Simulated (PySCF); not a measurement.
SBClH2, in a box:

```xyz
5
Lattice="12.0000 0.0000 0.0000 0.0000 12.0000 0.0000 0.0000 0.0000 11.0000" Properties=species:S:1:pos:R:3 pbc="T T T"
S     4.7606    6.2576    5.1646
B     6.4580    6.0485    5.6528
Cl    6.9437    4.5274    6.3570
H     4.8974    7.5145    4.7110
H     7.2655    6.9097    5.5138
```

Program: PySCF 2.14.0. Alike in all runs: task atomic charges; potentials or basis pob-tzvp-rev2 (all-electron); no spin polarisation; cell as given; k mesh 1 × 1 × 1; smearing fixed.

Order these runs on this cell by their band gap on the k mesh, lowest first.
A. level HLE16
B. level AM05+D4; three-body dispersion term yes
C. level M06+D4; three-body dispersion term yes; exxdiv ewald
D. level BHandHLYP; exxdiv ewald

B (5.30 eV), A (5.69 eV), C (7.57 eV), D (9.83 eV).

Caveats: this is a molecule in a periodic box at the Γ point, so its band gap is the HOMO-LUMO gap; the basis of atomic orbitals isn't converged, which shifts pressures, moduli and gaps; the D4 parameters stored for this functional may belong to another (some runs).

